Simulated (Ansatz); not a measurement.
**C₃H₈MgO: a ladder of functionals and wavefunction methods**

One table from this session's results is given with a row withheld; the runs are named, their logs left out.

Program: Ansatz 0.2.0, Gaussian basis. Level of theory: functionals in def2-TZVPP, the program's frozen cores in correlated methods. These are calculated values, not measurements.

Levels to be run: LDA (SPW92), PBE-D4, revPBE-D4, BLYP-D4, r2SCAN-D4, B97M-V, PBE0-D4, B3LYP-D4, r2SCANh-D4, r2SCAN0-D4, HSE06-D4, BHLYP-D4, CAM-B3LYP-D4, LC-ωPBE, ωB97X-V, ωB97M-V, B2PLYP, PBE-QIDH; CCSD(T)/def2-SVP; CCSD(T)/def2-TZVPP; MP2/def2-QZVPP; extrapolation to the limit; RPA on PBE.

## The geometry

The geometry comes from an earlier relaxation with PBE0-D4 in a triple-zeta def2 set; it is a stationary point, not always the lowest conformer.

SMILES `C[CH2][Mg][O]C`, 13 atoms, charge 0, spin multiplicity 1.

Atoms are counted from 1 here; the program's logs count them from 0.

Bond lengths: C1–C2 1.530 Å, C1–H6 1.094 Å, C1–H7 1.094 Å, C1–H8 1.097 Å, C2–Mg3 2.090 Å, C2–H9 1.097 Å, C2–H10 1.097 Å, Mg3–O4 1.768 Å, O4–C5 1.375 Å, C5–H11 1.100 Å, C5–H12 1.100 Å, C5–H13 1.100 Å. Angles: C2–C1–H6 112.1°, C2–C1–H7 112.1°, C2–C1–H8 112.4°, H6–C1–H7 106.6°, H6–C1–H8 106.6°, H7–C1–H8 106.6°, C1–C2–Mg3 116.6°, C1–C2–H9 109.7°, C1–C2–H10 109.7°, Mg3–C2–H9 107.6°, Mg3–C2–H10 107.6°, H9–C2–H10 104.9°, C2–Mg3–O4 179.8°, Mg3–O4–C5 179.9°, O4–C5–H11 111.9°, O4–C5–H12 111.9°, O4–C5–H13 111.9°, H11–C5–H12 107.0° and more.

The first run:

Contents of in.yaml:

```yaml
crystal:
  periodic: [false, false, false]
  atoms:
    - {symbol: C, position_ang: [-0.023139, 2.479640, 1.104520]}
    - {symbol: C, position_ang: [0.664698, 1.139382, 1.371894]}
    - {symbol: Mg, position_ang: [0.203834, -0.426504, 0.066174]}
    - {symbol: O, position_ang: [-0.181583, -1.755611, -1.034778]}
    - {symbol: C, position_ang: [-0.483214, -2.787205, -1.892394]}
    - {symbol: H, position_ang: [-1.113331, 2.399500, 1.153308]}
    - {symbol: H, position_ang: [0.217756, 2.875133, 0.113120]}
    - {symbol: H, position_ang: [0.267482, 3.250203, 1.828758]}
    - {symbol: H, position_ang: [1.753475, 1.273563, 1.358828]}
    - {symbol: H, position_ang: [0.433932, 0.802052, 2.390013]}
    - {symbol: H, position_ang: [0.070556, -3.704250, -1.641462]}
    - {symbol: H, position_ang: [-1.553366, -3.041705, -1.867467]}
    - {symbol: H, position_ang: [-0.236601, -2.538800, -2.935512]}
basis:
  gaussian: {orbitals: def2-TZVPP}
hamiltonian: {xc: lda}
output: {orbitals: {seedname: orbitals}}
```

Among the steps run: LDA; PBE-D4 (GGA); revPBE-D4 (GGA); BLYP-D4 (GGA); r2SCAN-D4 (meta-GGA); B97M-V (meta-GGA); PBE0-D4 (hybrid); B3LYP-D4 (hybrid); r2SCANh-D4 (hybrid); r2SCAN0-D4 (hybrid); HSE06-D4 (hybrid); BHLYP-D4 (hybrid); CAM-B3LYP-D4 (range-separated); LC-ωPBE-D4 (range-separated; the results give it without D4); ωB97X-V (range-separated); ωB97M-V (range-separated); B2PLYP (double hybrid); PBE-QIDH (double hybrid).

One of the session's tables, all rows but one given; the rest of the session is left out.

It belongs to the step «Orbital energies across the functionals». 

| functional | HOMO (eV) | gap (eV) |
| --- | --- | --- |
| LDA (SPW92) | -5.61 | 3.99 |
| PBE-D4 | -5.45 | 4.00 |
| revPBE-D4 | -5.39 | 4.04 |
| BLYP-D4 | -5.38 | 3.97 |
| r2SCAN-D4 | ? | ? |
| B97M-V | -5.82 | 4.35 |
| PBE0-D4 | -6.70 | 5.96 |
| B3LYP-D4 | -6.53 | 5.52 |
| r2SCANh-D4 | -6.13 | 5.33 |
| r2SCAN0-D4 | -6.79 | 6.30 |
| HSE06-D4 | -6.30 | 5.21 |
| BHLYP-D4 | -7.77 | 7.58 |
| CAM-B3LYP-D4 | -8.06 | 8.03 |
| LC-ωPBE | -9.34 | 10.36 |
| ωB97X-V | -9.02 | 9.88 |
| ωB97M-V | -8.93 | 9.34 |

**Question.** Estimate the row for r2SCAN-D4.

Worked estimate for «HOMO (eV)». Against the share of exact exchange, r2SCANh-D4 (0.1, -6.13), r2SCAN0-D4 (0.25, -6.79) give a slope of -4.40 per unit share; at 0 the line stands at -5.69.

**Answer.** HOMO (eV): -5.69; gap (eV): 4.68. In «HOMO (eV)» the line misses by 0.00.
